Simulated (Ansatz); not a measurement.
# SrWN2: one candidate of a structure search

Where does this trial cell of SrWN2 go when cell and atoms are let free?

Program: Ansatz 0.2.0. Level of theory: DFT PBE, scalar-relativistic, plane waves, PAW. These are calculated values, not measurements.

1 further run of the same task is left out (set aside as unsound or not needed).

**1. The structure to begin with**

It takes space group R-3m (No. 166, trigonal). Conventional cell: a = 2.939 Å, b = 2.939 Å, c = 22.420 Å, α = 90.00°, β = 90.00°, γ = 120.00°. Sr (site symmetry -3m) has 2 N at 2.53 Å in its first shell of neighbours. Around W (site symmetry -3m) lie 6 N at 2.08 Å. N (site symmetry 3m) is surrounded by 3 W at 2.08 Å and 1 Sr at 2.53 Å.

Structure file:

```
Sr W N
1.0
     1.46965    0.84850    7.47325
    -1.46965    0.84850    7.47325
     0.00000   -1.69700    7.47325
Sr W N
1 1 2
Direct
  0.00000 0.00000 0.00000
  0.50000 0.50000 0.50000
  0.88733 0.88733 0.88733
  0.11267 0.11267 0.11267
```

A structure generator made this guess: close-packed anion layers stacked AA|B, with sites between them filled layer by layer (R-3m, No. 166). Lengths come from tabulated atomic sizes and are only a guess.

**2. Probe: one point on a coarse mesh**

input.yaml reads:

```yaml
crystal:
  lattice:
    - [1.4696493, 0.84850242, 7.47325075]
    - [-1.4696493, 0.84850242, 7.47325075]
    - [0.0, -1.69700484, 7.47325075]
  atoms:
    - { symbol: Sr, position: [0.0, 0.0, 0.0] }
    - { symbol: W, position: [0.5, 0.5, 0.5] }
    - { symbol: "N", position: [0.88733435, 0.88733435, 0.88733435] }
    - { symbol: "N", position: [0.11266565, 0.11266565, 0.11266565] }
basis:
  ecutwfc: 420
kpoints:
  mp_grid: { grid: [6, 6, 6] }
hamiltonian:
  xc: pbe
scf:
  occupations: { method: gaussian, width: 0.1 }
  lower_state_search: "off"
output:
  forces: true
  stress: true
  eigenvalues: true
```

The run is started by

```bash
$ ansatz run input.yaml --threads 1 --pin off --max-ram 2560MiB --backend cpu --events-out ev --progress --plain --runs-dir out
```

Further runs follow: rough relaxation on the coarse mesh; final relaxation.

Q: Predict the outcome of this session. Wanted: conventional cell; volume; energy over the elements; gap on the mesh.

The runs gave:

| quantity | value |
| --- | --- |
| symmetry at the end (tolerance 0.05 Å) | space group R-3m (No. 166) |
| conventional cell | a = 3.244 Å, b = 3.244 Å, c = 20.243 Å, α = 90.00°, β = 90.00°, γ = 120.00° |
| volume | 15.38 Å³/atom |
| energy over the elements (uncorrected; H, N, O, F and Cl as molecules) | +0.08 eV/atom |
| gap on the mesh | none (metal) |

**Reading.** The space group R-3m (No. 166) is kept, and the volume per atom grows by 10.0 % from the first guess. The formation energy is positive, so the separate elements lie lower. No finished test with a distortion of lower symmetry is shown, so the end may be a saddle point. The runs treat W without spin-orbit coupling. Other magnetic orders were not searched.
